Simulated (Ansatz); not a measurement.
# C2HF3O2: the cost of one run

Program: Ansatz 0.2.0, Gaussian basis. Level of theory: the settings change from run to run. These are calculated values, not measurements.

## (1) The geometry

The structure was relaxed beforehand with PBE0-D4 in a triple-zeta def2 set.

SMILES `O=COC(F)(F)F`, 8 atoms, charge 0, spin multiplicity 1.

Atoms are counted from 1 here; the program's logs count them from 0.

Bond lengths: O1–C2 1.183 Å, C2–O3 1.369 Å, C2–H8 1.097 Å, O3–C4 1.376 Å, C4–F5 1.321 Å, C4–F6 1.322 Å, C4–F7 1.322 Å. Angles: O1–C2–O3 126.1°, O1–C2–H8 126.7°, O3–C2–H8 107.2°, C2–O3–C4 119.2°, O3–C4–F5 106.5°, O3–C4–F6 111.8°, O3–C4–F7 111.8°, F5–C4–F6 108.8°, F5–C4–F7 108.8°, F6–C4–F7 109.0°.

## (2) revPBE0/x2c-TZVPPall

This run has charge +1, multiplicity 2, restricted open-shell orbitals, a grid of angular degree 23, D3(BJ) dispersion, the search for lower states set to light.

Contents of in.yaml:

```yaml
crystal:
  periodic: [false, false, false]
  atoms:
    - {symbol: O, position_ang: [0.883038, -0.997584, 1.311479]}
    - {symbol: C, position_ang: [0.000714, -1.248825, 0.565324]}
    - {symbol: O, position_ang: [-0.538096, -0.398617, -0.361841]}
    - {symbol: C, position_ang: [-0.037979, 0.878257, -0.471195]}
    - {symbol: F, position_ang: [-0.729375, 1.471363, -1.427821]}
    - {symbol: F, position_ang: [-0.188702, 1.561890, 0.650810]}
    - {symbol: F, position_ang: [1.241120, 0.877186, -0.807085]}
    - {symbol: H, position_ang: [-0.538620, -2.200771, 0.484530]}
basis:
  gaussian: {orbitals: x2c-TZVPPall, final_grid: {core_spheres: 8, valence_spheres: 7, degree: 23}}
total_charge: 1
magnetization: {spin_polarized: false, initial_magnetization: 1}
hamiltonian: {xc: {name: revPBE0}, dispersion: d3bj}
scf: {lower_state_search: light}
output: {forces: true}
```

Command:

```sh
ansatz run in.yaml --threads 4 --pin off --events-out ev --progress --plain --max-ram 10444MiB
```

What time and memory should one allow on 4 threads of AMD EPYC 9R45, shared host?

About 3.9 s, with a peak of 0.94 GiB.
